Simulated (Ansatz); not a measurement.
# C₂H₅BN radical: small, medium and large basis sets

The task here is to estimate one member of a computed series from the others.

Computed with Ansatz 0.2.0, Gaussian basis. Level: one geometry, several basis sets.

Plan: PBE0-D4/def2-SVP; ωB97M-V/def2-SVP; PBE0-D4/def2-QZVPP; ωB97M-V/def2-QZVPP; the functionals' def2-TZVPP values are taken from earlier runs.

## Structure used throughout

All runs share one geometry, relaxed beforehand with PBE0-D4 in a triple-zeta def2 set.

SMILES `B[N]C=C`, 9 atoms, charge 0, spin multiplicity 2.

Atoms are counted from 1 here; the program's logs count them from 0.

Bond lengths: B1–N2 1.342 Å, B1–H5 1.202 Å, B1–H6 1.202 Å, N2–C3 1.284 Å, C3–C4 1.392 Å, C3–H7 1.093 Å, C4–H8 1.082 Å, C4–H9 1.083 Å. Angles: N2–B1–H5 119.4°, N2–B1–H6 119.4°, H5–B1–H6 121.3°, B1–N2–C3 179.9°, N2–C3–C4 123.7°, N2–C3–H7 118.2°, C4–C3–H7 118.1°, C3–C4–H8 120.6°, C3–C4–H9 120.2°, H8–C4–H9 119.2°.

As a file:

```
B    -0.8646    1.6748   -0.1104
N    -0.4864    0.3877   -0.1062
C    -0.1262   -0.8444   -0.1021
C     1.1610   -1.2706    0.2123
H    -1.3009    2.1640    0.8968
H    -0.7589    2.3169   -1.1207
H    -0.8714   -1.6018   -0.3596
H     1.4106   -2.3233    0.2004
H     1.9254   -0.5495    0.4723
```

Set-up of the first run:

The input, in.yaml:

```yaml
crystal:
  periodic: [false, false, false]
  atoms:
    - {symbol: B, position_ang: [-0.864617, 1.674798, -0.110418]}
    - {symbol: N, position_ang: [-0.486420, 0.387668, -0.106195]}
    - {symbol: C, position_ang: [-0.126247, -0.844366, -0.102091]}
    - {symbol: C, position_ang: [1.160960, -1.270596, 0.212309]}
    - {symbol: H, position_ang: [-1.300944, 2.163957, 0.896777]}
    - {symbol: H, position_ang: [-0.758861, 2.316874, -1.120679]}
    - {symbol: H, position_ang: [-0.871371, -1.601850, -0.359647]}
    - {symbol: H, position_ang: [1.410623, -2.323257, 0.200408]}
    - {symbol: H, position_ang: [1.925376, -0.549529, 0.472336]}
basis:
  gaussian: {orbitals: def2-SVP}
magnetization: {spin_polarized: true, initial_magnetization: 1}
hamiltonian: {xc: pbe0, dispersion: d4}
output: {orbitals: {seedname: orbitals}}
```

Among the steps run: PBE0-D4 in def2-SVP; ωB97M-V in def2-SVP; PBE0-D4 in def2-QZVPP; ωB97M-V in def2-QZVPP.

One of the session's tables, all rows but one given; the rest of the session is left out.

It belongs to the step «Functionals by basis». 

```
functional       basis  HOMO (eV)  LUMO (eV)
   PBE0-D4    def2-SVP      -6.80      -3.01
   PBE0-D4  def2-TZVPP      -6.83      -3.09
   PBE0-D4  def2-QZVPP      -6.85      -3.11
   ωB97M-V    def2-SVP      -8.75      -1.04
   ωB97M-V  def2-TZVPP      -8.82      -1.19
   ωB97M-V  def2-QZVPP          ?          ?
```

Q: Estimate the row for ωB97M-V, def2-QZVPP from the others.

**Answer.** HOMO (eV): -8.82; LUMO (eV): -1.24.
